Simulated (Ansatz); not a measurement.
AlBBrH3OSi, SMILES BrB[SiH]1[O][AlH]1, energies of removing a hydrogen

With Ansatz 0.2.0, Python API.

Interactive session:
```pycon
>>> import ansatz
>>> def energy(molecule, charge=0, unpaired=0):
...     calc = (
...         molecule.calculation()
...         .basis(gaussian='def2-TZVP')
...         .functional('b3lyp')
...     )
...     if charge:
...         calc = calc.charge(charge)
...     if unpaired:
...         calc = calc.spin('collinear', total=unpaired)
...     return calc.run(threads=1).report['free_energy_ev']
...
>>> GEOMETRY = '''
... Br   -1.68540    1.35900    1.58890
... B    -0.05600    1.48690    0.49820
... Si    0.78160   -0.16650   -0.02750
... O     0.53230   -0.49770   -1.67520
... Al   -0.53200   -1.84880   -0.90080
... H     0.62990    2.46020    0.63130
... H     2.27840   -0.33460    0.25040
... H    -1.85660   -2.51560   -0.42100
... '''
>>> def without(molecule, index):
...     rest = ansatz.Crystal.molecule()
...     for i, site in enumerate(molecule.cartesian_sites):
...         if i != index:
...             rest = rest.atom(site.symbol, site.position_ang)
...     return rest
...
>>> molecule = ansatz.Crystal.molecule()
>>> for line in GEOMETRY.strip().splitlines():
...     symbol, *xyz = line.split()
...     molecule = molecule.atom(symbol, [float(v) for v in xyz])
...
>>> whole = energy(molecule, 0)
>>> hydrogen = energy(ansatz.Crystal.molecule().atom('H', (0, 0, 0)), 0, 1)
>>> print(f'E(molecule) = {whole:.5f} eV, E(H) = {hydrogen:.5f} eV')
E(molecule) = -87296.15898 eV, E(H) = -13.66431 eV
>>> for index in [5, 6, 7]:
...     radical = energy(without(molecule, index), 0, 1)
...     print(f'H{index}: homolysis {23.060548 * (radical + hydrogen - whole):.1f} kcal/mol')
...
H5: homolysis 94.0 kcal/mol
H6: homolysis 78.4 kcal/mol
H7: homolysis 49.3 kcal/mol
```

Notes:
- Total energies depend on the basis set; only differences at equal settings carry meaning.
- The geometry is a force-field or estimated start, not a minimum of this method, and the basis set is short of its limit. All parts are taken at fixed geometry, without zero-point energy.
- The expectation value of S² is noticeably off S(S+1) in at least one run, so that state is spin-contaminated.
- b3lyp holds the VWN-RPA fit, as in Gaussian; the form of ORCA and Turbomole is b3lyp5.
- The spin-orbit lowering of heavy atoms is left out.
- Timing: 110 s on 1 thread of Arm Neoverse V1, with other jobs on the host, peak memory 0.75 GiB.
